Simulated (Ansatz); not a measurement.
# Mn3PdN: the cost of one run

Program: Ansatz 0.2.0. Level of theory: DFT r2SCAN, scalar-relativistic, plane waves, PAW. These are calculated values, not measurements.

1 further run of the same task is left out (it didn't finish).

### 1 The system as given

It takes space group Pm-3m (No. 221, cubic). The conventional cell has a = 3.979 Å, b = 3.979 Å, c = 3.979 Å, α = 90.00°, β = 90.00°, γ = 90.00°. Mn (site symmetry 4/mmm) is surrounded by 2 N at 1.99 Å. Pd (site symmetry m-3m) has 12 Mn at 2.81 Å in its first shell of neighbours. N (site symmetry m-3m) is surrounded by 6 Mn at 1.99 Å.

Coordinates:

```
Mn Pd N
1.0
     3.97900    0.00000    0.00000
     0.00000    3.97900    0.00000
     0.00000    0.00000    3.97900
Mn Pd N
3 1 1
Direct
  0.00000 0.50000 0.50000
  0.50000 0.00000 0.50000
  0.50000 0.50000 0.00000
  0.00000 0.00000 0.00000
  0.50000 0.50000 0.50000
```

(A quick probe on a coarse mesh, which set the mesh and smearing, is not shown.)

### 3 The relaxation

input.yaml

```yaml
crystal:
  lattice:
    - [3.979, 0.0, 0.0]
    - [0.0, 3.979, 0.0]
    - [0.0, 0.0, 3.979]
  atoms:
    - { symbol: Mn, position: [0.0, 0.5, 0.5], spin: 3.59 }
    - { symbol: Mn, position: [0.5, 0.0, 0.5], spin: 3.59 }
    - { symbol: Mn, position: [0.5, 0.5, 0.0], spin: 3.59 }
    - { symbol: Pd, position: [0.0, 0.0, 0.0], spin: 0.41 }
    - { symbol: "N", position: [0.5, 0.5, 0.5] }
basis:
  ecutwfc: 500
kpoints:
  mp_grid: { grid: [10, 10, 10] }
hamiltonian:
  xc: r2scan
scf:
  occupations: { method: gaussian, width: 0.1 }
output:
  forces: true
  stress: true
  eigenvalues: true
  populations: true
magnetization:
  spin_polarized: true
relax:
  adjacent_minimum: "off"
  f_tol: 0.01
  max_steps: 80
  cell: { stress_tol: 0.05 }
```

On the command line:

```
$ ansatz run input.yaml --threads 1 --pin off --max-ram 2560MiB --backend cpu --events-out ev --progress --plain --runs-dir out
```

What time and memory should one allow on 1 thread of Arm Neoverse V2, shared host?

About 3.9 min, with a peak of 0.72 GiB.
